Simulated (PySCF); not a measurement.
# CoH2O2 (Co(OH)2): the cost of one run

Computed with PySCF 2.14.0 and routines of our own; the level stands in each step. Atoms count from 0.

## (1) The system as given

5 atoms, charge 0, states of the metal's open shell are computed; geometry from: model geometry, bond lengths from ionic radii.

## (2) Ligand-field states: state-averaged CASSCF

What the job is given:

```
{"job": {"kind": "lf", "basis": {"metal": "x2c-TZVPall", "ligand": "x2c-SVPall"}, "nevpt": true}, "charge": 0, "metal": "Co", "open_shell": "d7"}
Co     0.000000     0.000000     0.000000
O      0.000000     0.000000     1.835000
H      0.800000     0.000000     2.375000
O      0.000000     0.000000    -1.835000
H     -0.800000     0.000000    -2.375000
```

With the program's defaults for keys left out, this is: state-averaged CASSCF of the metal d shell, SC-NEVPT2 on the averaged canonical orbitals, state-interaction spin-orbit coupling.

Run with:

```
> OMP_NUM_THREADS=1 python lf_run.py task.json out
```

This one command runs all jobs of the session in turn.

**Question.** How long does this first job take on 1 thread of AMD EPYC 9R45, shared host, and how much memory does it need?

About 2.4 s, with a peak of 0.24 GiB.
